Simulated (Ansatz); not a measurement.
The system is BiTe.

```xyz
2
Lattice="0.0000 3.2350 3.2350 3.2350 0.0000 3.2350 3.2350 3.2350 0.0000" Properties=species:S:1:pos:R:3 pbc="T T T"
Bi    0.0000    0.0000    0.0000
Te    3.2350    3.2350    3.2350
```

* Program: Ansatz 0.2.0
* Task: relaxation of cell and atoms
* Functional: revPBE
* Potentials or basis: Ansatz PAW
* Cutoff: 420 eV (not typed: the program's choice for these potentials)
* k mesh: 7 × 7 × 7
* Occupations: fermi-dirac, width 0.05 eV
* Spin: no spin polarisation

At the start: volume 33.86 Å³/atom.

Where does the relaxation end?

It ends after 6 steps and the volume is 35.21 Å³/atom (+4.0 %); space group Fm-3m (No. 225, to 0.05 Å).

Step by step:
```
step  energy change (eV)  largest force (eV/Å)  volume (Å³)
   1              0.0000                0.0000        67.71
   2             -0.0122                0.0000        71.56
   3             -0.0148                0.0000        70.51
   4             -0.0152                0.0000        70.51
   5             -0.0152                0.0000        70.43
   6             -0.0152                0.0000        70.43
```

Final structure:
```
Bi Te
1.0
     0.00000    3.27769    3.27769
     3.27769    0.00000    3.27769
     3.27769    3.27769    0.00000
Bi Te
1 1
Direct
  0.00000 0.00000 0.00000
  0.50000 0.50000 0.50000
```

Caveat: the plane-wave basis is chosen anew once the cell has moved, so the energies of steps on either side of that aren't comparable; the PAW data sets come from PBE, with cores solved anew for the run's functional, which leaves a small shift of forces and pressure.
